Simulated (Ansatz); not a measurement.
# Ge2Sb: the cost of one run

Program: Ansatz 0.2.0. Level of theory: DFT PBE, scalar-relativistic, plane waves, PAW. These are calculated values, not measurements.

4 further runs of the same task are left out: 3 that didn't finish, 1 set aside as unsound or not needed.

## (1) Starting point

The structure is hexagonal, space group P6/mmm (No. 191). Conventional cell: a = 3.081 Å, b = 3.081 Å, c = 8.464 Å, α = 90.00°, β = 90.00°, γ = 120.00°. Ge (site symmetry 6mm) has 1 Ge at 2.68 Å and 1 Sb at 2.89 Å as nearest neighbours. Sb (site symmetry 6/mmm) is surrounded by 2 Ge at 2.89 Å and 6 Sb at 3.08 Å.

As a file:

```xyz
3
Lattice="3.0808 0.0000 0.0000 -1.5404 2.6681 0.0000 0.0000 0.0000 8.4640" Properties=species:S:1:pos:R:3 pbc="T T T"
Ge    0.0000    0.0000    5.5704
Ge    0.0000    0.0000    2.8936
Sb    0.0000    0.0000    0.0000
```

It is the end of an earlier relaxation with the same method, from a generated guess; it needn't be the stable form of this composition. At a tolerance of 0.05 Å it has space group P6/mmm (No. 191); it has 23.19 Å³/atom, an uncorrected energy of +0.31 eV/atom over the elements.

## (2) Electronic structure at the relaxed geometry

The input, input.yaml:

```yaml
crystal:
  lattice:
    - [3.080846973, 0.0, 0.0]
    - [-1.5404234865, 2.6680917438, 0.0]
    - [0.0, 0.0, 8.463989087]
  atoms:
    - { symbol: Ge, position: [0.0, 0.0, 0.6581296366] }
    - { symbol: Ge, position: [0.0, 0.0, 0.3418703634] }
    - { symbol: Sb, position: [0.0, 0.0, 0.0] }
basis:
  ecutwfc: 420
kpoints:
  mp_grid: { grid: [18, 18, 6] }
  band_path:
    path:
      - [[0.0, 0.0, 0.0], [0.5, 0.0, 0.0], [0.33333333, 0.33333333, 0.0], [0.0, 0.0, 0.0], [0.0, 0.0, 0.5], [0.5, 0.0, 0.5], [0.33333333, 0.33333333, 0.5], [0.0, 0.0, 0.5]]
      - [[0.5, 0.0, 0.5], [0.5, 0.0, 0.0]]
      - [[0.33333333, 0.33333333, 0.5], [0.33333333, 0.33333333, 0.0]]
    npoints: 14
hamiltonian:
  xc: pbe
scf:
  occupations: { method: gaussian, width: 0.1 }
  n_extra_bands: 7
output:
  forces: true
  stress: true
  eigenvalues: true
  populations: true
  dos: { projected: true, de: 0.02, nscf_kmesh: { grid: [22, 22, 8] } }
  bader: true
```

Run with:

```bash
ansatz run input.yaml --threads 1 --pin off --max-ram 2560MiB --backend cpu --events-out ev --progress --plain --runs-dir out
```

Q: Estimate wall time and peak memory on 1 thread of Intel Xeon Platinum 8488C (Sapphire Rapids), shared host.

About 41 s, with a peak of 0.64 GiB.
